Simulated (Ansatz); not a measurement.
# C2H10N2Si2: the cost of one run

Program: Ansatz 0.2.0. Level of theory: RKS revPBE-D4/def2-SVP. These are calculated values, not measurements.

## 1. The system as given

Bond lengths (14 of 15 bonds, heavy atoms first): N1–C2 1.371 Å, C2–C3 1.321 Å, C3–Si4 1.899 Å, C2–N5 1.356 Å, N5–Si6 1.709 Å, N1–H7 0.986 Å, N1–H8 1.005 Å, C3–H9 1.146 Å, Si4–H10 1.433 Å, Si4–H11 1.475 Å, Si4–H12 1.478 Å, N5–H13 1.051 Å, Si6–H14 1.481 Å, Si6–H15 1.483 Å. Angles (14 of 24 angles, heavy atoms first): N1–C2–C3 121.6°, N1–C2–N5 114.8°, C3–C2–N5 123.6°, C2–C3–Si4 133.2°, C2–N5–Si6 136.5°, C2–N1–H7 110.8°, C2–N1–H8 114.9°, C2–C3–H9 119.9°, Si4–C3–H9 106.9°, C3–Si4–H10 109.8°, C3–Si4–H11 106.4°, C3–Si4–H12 107.4°, C2–N5–H13 110.3°, Si6–N5–H13 107.3°.

Coordinates:

```xyz
16

N    -0.6918   -1.1965   -1.3199
C    -0.3531   -0.3760   -0.2749
C     0.7777    0.3064   -0.2697
Si    2.2025    0.4697   -1.5152
N    -1.2447   -0.3578    0.7468
Si   -1.4365    0.5028    2.2106
H    -1.2018   -1.9779   -1.0007
H     0.0584   -1.4043   -1.9550
H     1.0741    0.9121    0.6564
H     3.4540    0.5180   -0.8180
H     1.9459    1.7022   -2.2831
H     2.1403   -0.7025   -2.4139
H    -2.2063   -0.5968    0.3965
H    -1.9391    1.8661    1.9223
H    -0.1464    0.5089    2.9423
H    -2.4561   -0.1971    3.0198
```

## 2. Relaxing end A

input.yaml

```yaml
crystal:
  periodic: [false, false, false]
  atoms:
    - { symbol: "N", position_ang: [-0.6918, -1.1965, -1.3199] }
    - { symbol: C, position_ang: [-0.3531, -0.376, -0.2749] }
    - { symbol: C, position_ang: [0.7777, 0.3064, -0.2697] }
    - { symbol: Si, position_ang: [2.2025, 0.4697, -1.5152] }
    - { symbol: "N", position_ang: [-1.2447, -0.3578, 0.7468] }
    - { symbol: Si, position_ang: [-1.4365, 0.5028, 2.2106] }
    - { symbol: H, position_ang: [-1.2018, -1.9779, -1.0007] }
    - { symbol: H, position_ang: [0.0584, -1.4043, -1.955] }
    - { symbol: H, position_ang: [1.0741, 0.9121, 0.6564] }
    - { symbol: H, position_ang: [3.454, 0.518, -0.818] }
    - { symbol: H, position_ang: [1.9459, 1.7022, -2.2831] }
    - { symbol: H, position_ang: [2.1403, -0.7025, -2.4139] }
    - { symbol: H, position_ang: [-2.2063, -0.5968, 0.3965] }
    - { symbol: H, position_ang: [-1.9391, 1.8661, 1.9223] }
    - { symbol: H, position_ang: [-0.1464, 0.5089, 2.9423] }
    - { symbol: H, position_ang: [-2.4561, -0.1971, 3.0198] }
basis:
  gaussian: { orbitals: def2-SVP }
hamiltonian:
  xc: revpbe
  dispersion: d4
relax:
  f_tol: 0.015
  max_steps: 40
```

Launch:

```bash
> ansatz run input.yaml --threads 2 --pin off --max-ram 3072MiB --backend cpu --events-out ev --progress --plain --runs-dir out
```

Q: Estimate wall time and peak memory on 2 threads of AMD EPYC 9R45 (Zen 5), shared host.

About 18 s, with a peak of 0.21 GiB.
